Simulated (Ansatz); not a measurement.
# H12O4Si5: the cost of one run

Program: Ansatz 0.2.0. Level of theory: RKS revPBE-D4/STO-3G. These are calculated values, not measurements.

## (1) Starting point

Bond lengths (14 of 20 bonds, heavy atoms first): Si1–O2 1.680 Å, O2–Si3 1.680 Å, Si1–O7 1.680 Å, O7–Si8 1.680 Å, Si1–O12 1.679 Å, O12–Si13 1.680 Å, Si1–O17 1.679 Å, O17–Si18 1.680 Å, Si3–H4 1.460 Å, Si3–H5 1.460 Å, Si3–H6 1.460 Å, Si8–H9 1.460 Å, Si8–H10 1.460 Å, Si8–H11 1.460 Å. Angles (14 of 34 angles, heavy atoms first): Si1–O2–Si3 125.0°, O2–Si1–O7 109.4°, O2–Si1–O12 109.5°, O2–Si1–O17 109.5°, O7–Si1–O12 109.5°, O7–Si1–O17 109.5°, O12–Si1–O17 109.5°, Si1–O7–Si8 125.0°, Si1–O12–Si13 125.0°, Si1–O17–Si18 125.0°, O2–Si3–H4 109.5°, O2–Si3–H5 109.5°, O2–Si3–H6 109.5°, O7–Si8–H9 109.5°.

Its coordinates follow in the input file.

## (2) Preparing the start

input.yaml

```yaml
crystal:
  periodic: [false, false, false]
  atoms:
    - { symbol: Si, position_ang: [0.0, 0.0, 0.0] }
    - { symbol: O, position_ang: [0.0, 0.0, 1.68] }
    - { symbol: Si, position_ang: [-1.3147, -0.4067, 2.6436] }
    - { symbol: H, position_ang: [-2.239, -1.2403, 1.8804] }
    - { symbol: H, position_ang: [-0.8506, -1.1432, 3.8157] }
    - { symbol: H, position_ang: [-1.9987, 0.8095, 3.0733] }
    - { symbol: O, position_ang: [1.5842, 0.0, -0.5594] }
    - { symbol: Si, position_ang: [2.4906, -1.3762, -0.8866] }
    - { symbol: H, position_ang: [1.6598, -2.3521, -1.5857] }
    - { symbol: H, position_ang: [3.6318, -1.0202, -1.7249] }
    - { symbol: H, position_ang: [2.9691, -1.9538, 0.366] }
    - { symbol: O, position_ang: [-0.7913, 1.3709, -0.5594] }
    - { symbol: Si, position_ang: [-2.4002, 1.4263, -1.0396] }
    - { symbol: H, position_ang: [-3.2124, 0.6421, -0.1138] }
    - { symbol: H, position_ang: [-2.862, 2.8114, -1.0378] }
    - { symbol: H, position_ang: [-2.5267, 0.8736, -2.385] }
    - { symbol: O, position_ang: [-0.7913, -1.3709, -0.5594] }
    - { symbol: Si, position_ang: [-1.673, -2.4329, 0.3983] }
    - { symbol: H, position_ang: [-1.2634, -2.287, 1.792] }
    - { symbol: H, position_ang: [-3.0964, -2.1323, 0.2761] }
    - { symbol: H, position_ang: [-1.4264, -3.8036, -0.0398] }
basis:
  gaussian: { orbitals: STO-3G }
hamiltonian:
  xc: revpbe
  dispersion: d4
relax:
  f_tol: 0.02
  max_steps: 40
output:
  orbitals: {}
```

Command:

```sh
$ ansatz run input.yaml --threads 1 --pin off --max-ram 2048MiB --backend cpu --events-out ev --progress --plain --runs-dir out
```

What time and memory should one allow on 1 thread of Arm Neoverse V2, shared host?

About 4.1 min, with a peak of 0.16 GiB.
